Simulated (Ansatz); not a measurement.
# ErF3H2O (Er(F)3(H2O)): the cost of one run

Method: DFT PBE, plane waves, PAW, molecule in a box with 9 Å of vacuum; program: Ansatz 0.2.0.

3 further runs of the same task are left out: 2 for a known fault of the program, 1 that didn't finish.

### 1 Where the work starts

7 atoms, charge 0, spin multiplicity 1.

Bond lengths: Er1–F2 2.014 Å, Er1–F3 2.011 Å, Er1–F4 2.014 Å, Er1–O5 2.385 Å, O5–H6 0.977 Å, O5–H7 0.977 Å. Angles: F2–Er1–F3 115.1°, F2–Er1–F4 118.2°, F2–Er1–O5 100.8°, F3–Er1–F4 115.1°, F3–Er1–O5 102.9°, F4–Er1–O5 100.8°, Er1–O5–H6 126.5°, Er1–O5–H7 126.5°, H6–O5–H7 106.6°.

As a file:

| atom | x (Å) | y (Å) | z (Å) |
| --- | --- | --- | --- |
| Er1 | 0.0801 | -0.0706 | 0.0706 |
| F2 | 1.0877 | 1.3160 | 1.1279 |
| F3 | -1.2821 | -1.1166 | 1.1166 |
| F4 | 1.0877 | -1.1279 | -1.3160 |
| O5 | -1.2700 | 1.3199 | -1.3199 |
| H6 | -1.6472 | 2.1888 | -1.0811 |
| H7 | -1.6472 | 1.0811 | -2.1888 |

Formal oxidation states: Er +3. Each metal's 11 4f electrons lie in its core potential, so multiplicities, spins and levels count the valence alone. In the runs below they are in the valence, and the state is a quartet. An earlier session relaxed this geometry at BP86, Er lcecp-1-SVP with ECP57, F def2-SVP, O def2-SVP, H def2-SVP (singlet, point group Cs).

### 2 Scalar-relativistic

The input, input.yaml:

```yaml
crystal:
  lattice:
    - [11.73, 0.0, 0.0]
    - [0.0, 12.32, 0.0]
    - [0.0, 0.0, 12.32]
  atoms:
    - { symbol: Er, position: [0.53088235, 0.45107792, 0.54865341], spin: 3.0 }
    - { symbol: F, position: [0.6167809, 0.56362825, 0.63447159] }
    - { symbol: F, position: [0.41475192, 0.36617127, 0.63356006] }
    - { symbol: F, position: [0.6167809, 0.36525974, 0.43610308] }
    - { symbol: O, position: [0.41578772, 0.56394318, 0.43578815] }
    - { symbol: H, position: [0.38363171, 0.63447159, 0.45517451] }
    - { symbol: H, position: [0.38363171, 0.54455682, 0.36525974] }
basis:
  ecutwfc: 420
  ecutrho_ratio: 4
kpoints:
  mp_grid: { grid: [1, 1, 1] }
hamiltonian:
  xc: pbe
scf:
  occupations: { method: gaussian, width: 0.01 }
output:
  forces: true
  eigenvalues: true
  populations: true
  hubbard: { sites: [{ species: Er, l: f }] }
magnetization:
  spin_polarized: true
```

Started as:

```bash
$ ansatz run input.yaml --threads 2 --pin off --max-ram 5120MiB --backend cpu --events-out ev --progress --plain --runs-dir out
```

What time and memory should one allow on 2 threads of Arm Neoverse V1, shared host?

About 2 min, with a peak of 1.3 GiB.
